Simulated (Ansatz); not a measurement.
Crystal: CsLiCr2Te2S3.

```xyz
9
Lattice="7.0568 0.0000 0.0000 0.0000 3.9806 0.0000 -2.6733 0.0000 8.6817" Properties=species:S:1:pos:R:3 pbc="T T T"
Cs   -0.4619    0.0000    3.2735
Li    3.9900    1.9903    6.8484
Cr   -1.6370    0.0000    8.2143
Cr    1.5865    1.9903    8.4356
Te    3.1793    0.0000    1.3257
Te    1.9223    0.0000    6.5020
S     4.3382    0.0000    5.9471
S    -0.4797    1.9903    7.3275
S     6.6521    1.9903    0.4651
```

The cell was built by a generator and needn't be a form met in nature.

```yaml
Program: Ansatz 0.2.0
Task: relaxation of cell and atoms
Functional: PBE
Dispersion: D4
Potentials_or_basis: Ansatz PAW
Cutoff: "420 eV (not typed: the program's choice for these potentials)"
k_mesh: 3 × 5 × 3
Occupations: fermi-dirac, width 0.05 eV
Spin: collinear spin, ferromagnetic start
Starting_moments: "[0.0, 0.0, 3.0, 3.0, 0.0, 0.0, 0.0, 0.0, 0.0] μB"
```

At the start: volume 27.10 Å³/atom.

Task: Where does the relaxation end?

Result: It ends after 8 steps and the volume is 25.45 Å³/atom (-6.1 %); space group Pm (No. 6, to 0.05 Å); moment 6.00 μB per cell.

The path:
```tsv
step	energy change (eV)	largest force (eV/Å)	volume (Å³)
1	0.0000	0.0882	243.87
2	-0.0530	0.2066	233.23
3	-0.0657	0.1278	230.06
4	-0.0686	0.1136	229.20
5	-0.0700	0.0223	229.33
6	-0.0703	0.0129	229.08
7	-0.0704	0.0081	229.08
8	-0.0690	0.0081	229.08
```

Final structure:
```xyz
9
Lattice="6.9725 0.0000 -0.0187 0.0000 3.9045 0.0000 -2.6644 0.0000 8.4217" Properties=species:S:1:pos:R:3 pbc="T T T"
Cs   -0.4339    0.0000    3.2222
Li    3.8841    1.9522    6.6038
Cr   -1.6400    0.0000    7.9570
Cr    1.5544    1.9522    8.1988
Te    3.1302    0.0000    1.3487
Te    1.8683    0.0000    6.2677
S     4.2684    0.0000    5.6901
S    -0.4880    1.9522    7.0580
S     6.5903    1.9522    0.4551
```

Caveat: the plane-wave basis is chosen anew once the cell has moved, so the energies of steps on either side of that aren't comparable; only a ferromagnetic start was run, and an antiferromagnetic order may lie lower in energy.
